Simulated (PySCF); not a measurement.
**SnAs: from the state search to spectroscopic constants**

Aim: find the lowest electronic state of SnAs, scan its bond at several levels of theory, and get bond length, wavenumber and dissociation energy from each curve.

Method: Sn cc-pVDZ-PP with ECP28, As cc-pVDZ-PP with ECP10, scalar-relativistic core potentials; program: PySCF 2.14.0.

### Step 1. The job

The job is set up so:

- atoms: Sn, As
- charge: 0
- basis: Sn cc-pVDZ-PP with ECP28, As cc-pVDZ-PP with ECP10
- Hamiltonian: scalar-relativistic core potentials
- basis functions: 46
- electrons treated: 45
- masses in u: 119.9022, 74.9216
- levels: PBE0, PBE, r²SCAN, r²SCAN0, BLYP, BP86, CAM-B3LYP, HF, MP2, SCS-MP2, CCSD, CCSD(T)
- grid: 80 radial by 434 angular points
- occupations: held fixed by the projection of orbital angular momentum
- dissociation limit: Sn + As, each in its ground configuration
- starting distance in angstrom: 2.525
- values of 2S to try: 1, 3, 5

The run is started by

```
> OMP_NUM_THREADS=1 python dia.py task.json out
```

After this run come: First curve: PBE0; Higher solutions at PBE0; PBE (GGA); r²SCAN; r²SCAN0 (hybrid meta-GGA); BLYP; BP86; CAM-B3LYP; UHF; Correlated methods on the Hartree–Fock reference.

Q: Predict the outcome of this session. Wanted: for each run, Re; ωe; De; μ.

As calculated:

Lowest PBE0 solution found, without spin–orbit coupling: ²Π (doublet), unpaired electrons π ↑. State 3 has its PBE0 minimum 1.07 eV higher. State 4 has its PBE0 minimum 1.44 eV higher, as a spin-mixed determinant (⟨S²⟩ = 1.76), so this is no gap between pure states. The other levels ran on the lowest alone.

```
    level  Re (Å)  ωe (cm⁻¹)  De (eV)  μ (D)
      PBE   2.480      271.9     2.87  -1.54
     BLYP   2.506      260.9     2.91  -1.48
     BP86   2.482      270.5     2.94  -1.52
   r²SCAN   2.452      281.8     2.60  -1.67
     PBE0   2.444      286.8     2.50  -1.76
  r²SCAN0   2.435      275.4     2.33  -1.78
CAM-B3LYP   2.427      291.4     2.45  -1.76
```

De is counted to Sn + As in their ground configurations. A positive dipole means Sn(−)As(+). No constants: UHF (the points don't follow one smooth fit); UHF-MP2 (the points don't follow one smooth fit); UHF-SCS-MP2 (the points don't follow one smooth fit); UHF-CCSD (the points don't follow one smooth fit); UHF-CCSD(T) (the points don't follow one smooth fit).

Bond lengths run from 2.427 Å (CAM-B3LYP) to 2.506 Å (BLYP). Of the levels with a De here, r²SCAN0 gives the least (2.33 eV) and BP86 the most (2.94 eV).

Correlated steps freeze 8 core orbitals. Spin–orbit coupling is left out, which matters for elements this heavy, above all for dissociation energies. T1 is 0.025 near the minimum (highest on the curve 0.052), which may point to more than one leading configuration.
